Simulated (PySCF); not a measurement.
# BiH2S2 (Bi(SH)2+): the cost of one run

Method: r2SCAN, Bi def2-SVP with ECP60, S def2-SVP, H def2-SVP; scalar-relativistic core potentials, no spin–orbit coupling; program: PySCF 2.14.0.

4 further runs of the same task are left out: 2 for a known fault of the program, 1 that didn't finish, 1 set aside as unsound or not needed.

## (1) Starting geometry

5 atoms, charge 1, spin multiplicity 1.

Bond lengths: Bi1–S2 2.472 Å, Bi1–S4 2.475 Å, S2–H3 1.359 Å, S4–H5 1.359 Å. Angles: S2–Bi1–S4 96.0°, Bi1–S2–H3 96.7°, Bi1–S4–H5 94.4°.

Coordinates:

```
Bi    0.00000   -1.39319    0.36323
S     0.00000    0.14060    2.30189
H     0.00000    1.29745    1.58900
S     0.00000    0.37763   -1.36652
H     0.00000   -0.49481   -2.40879
```

Formal oxidation states: Bi +3. An earlier session relaxed this geometry at r2SCAN, Bi def2-SVP with ECP60, S def2-SVP, H def2-SVP (singlet, point group Cs).

Its energy there is -1011.794216 Eh.

## (2) Atoms moved at random, σ = 0.15 Å

Contents of run.py (the lines that set the calculation):

```python
mol = gto.M(atom='''
Bi     0.15875    -1.64037     0.31213
S      0.00588    -0.15651     2.20145
H     -0.06290     1.45871     1.72403
S     -0.02348     0.65067    -1.27523
H     -0.07825    -0.38481    -2.48357''',
    basis={'Bi': 'def2-SVP', 'S': 'def2-SVP', 'H': 'def2-SVP'},
    ecp={'Bi': 'def2-SVP'},
    charge=1, spin=0)
mf = dft.RKS(mol, xc='R2SCAN')
mf.grids.atom_grid = (50, 194)
mf = mf.density_fit()  # fitting sets: Bi def2-universal-JKFIT, S def2-universal-JKFIT, H def2-universal-JKFIT
mf.conv_tol = 1e-08; mf.max_cycle = 55
mf.kernel(dm0)  # dm0: the density of the relaxed state
```

Command:

```
OMP_NUM_THREADS=2 python run.py
```

**Question.** How long does this run take on 2 threads of Intel Xeon Platinum 8259CL at 2.50GHz (Skylake/Cascade Lake), shared host?

About 5.6 s.
